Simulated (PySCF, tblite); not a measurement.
**C5H8NO2 radical: geometry, infrared bands and EPR parameters**

Wanted: the infrared bands and EPR parameters of C5H8NO2 radical (`NC(=O)[C]1CCOC1`), by calculation.

Computed with tblite 0.8.0 and PySCF 2.14.0, with density-fitted response routines of our own, on a single molecule in the gas phase. Atoms count from 0, in the outputs and in this text.

## Step 1: The molecule as given

16 atoms, charge 0, multiplicity 2; geometry from: force field or distance geometry start.

Bonds of the start (Å): N0–C1 1.37, C1–O2 1.22, C1–C3 1.45, C3–C4 1.48, C4–C5 1.52, C5–O6 1.44, O6–C7 1.45, C7–C3 1.47, N0–H8 1.01, N0–H9 1.01, C4–H10 1.10, C4–H11 1.09, C5–H12 1.08, C5–H13 1.10, C7–H14 1.09, C7–H15 1.09.

## Step 2: Relaxing the molecule with GFN2-xTB

Job settings and geometry (Å):

```
{"job": {"kind": "relax", "xc": "GFN2-xTB", "basis": "xTB"}, "charge": 0, "multiplicity": 2}
N      2.497700    -0.021800     0.036900
C      1.476300     0.783800     0.454600
O      1.694600     1.799900     1.101900
C      0.141500     0.349100     0.109600
C     -0.275100    -0.924500    -0.513100
C     -1.756900    -0.932000    -0.182500
O     -2.149500     0.449100    -0.136300
C     -1.034500     1.176300     0.435900
H      3.437600     0.263700     0.266000
H      2.356400    -0.858600    -0.502700
H     -0.130400    -0.856600    -1.605000
H      0.230100    -1.814700    -0.137000
H     -2.355000    -1.460600    -0.916200
H     -1.935200    -1.382100     0.799900
H     -1.201500     1.275400     1.512200
H     -1.003700     2.162500    -0.017800
```

The run is started by

```bash
$ OMP_NUM_THREADS=1 python probes_run.py task.json out
```

The driver reads the jobs from task.json and runs them one after another.

**Question.** This job is followed by: GFN2-xTB harmonic vibrations, gas phase; UKS B3LYP, pcH-1 on C H N O, non-relativistic, mean-field spin-orbit, GIAO. Predict these results of the whole session: strongest single infrared mode (GFN2-xTB); zero-point energy (GFN2-xTB); g(iso) (B3LYP); ⟨S²⟩; largest a(iso) (averaged by class); potential on the surface of density 0.002 e/bohr³, 1st and 99th percentile.

As calculated:

| quantity | value |
| --- | --- |
| strongest single infrared mode (GFN2-xTB) | 1628 cm⁻¹, 328 km/mol |
| zero-point energy (GFN2-xTB) | 78.5 kcal/mol |
| g(iso) (B3LYP) | 2.00342 |
| ⟨S²⟩ | 0.756 (exact 0.75) |
| largest a(iso) (averaged by class) | 1H on H14, H15, 102.5 MHz |
| potential on the surface of density 0.002 e/bohr³, 1st and 99th percentile | -2.00 V and 2.17 V |

In words: Over 54 steps the energy fell by 0.080 eV; of the close pairs, O6–C7 changed most, 1.449 to 1.410 Å. All 42 modes are real, so the xTB geometry is a minimum. The strongest single mode, at 1628 cm⁻¹, moves mainly C1 and O2. GFN2-xTB is a fitted tight-binding method: band positions and strengths are rough. Its intensities can rank the bands wrongly. C3 carries the largest spin population, 0.84 e. The isotropic g lies 1.1 ppt above the free-electron value. These values are for one conformer; the search (at its own cheap level) found 2 more, at 0.00, 0.31 kcal/mol (those within 0.05 may be mirror or relabelled copies), and measured spectra average over such forms.
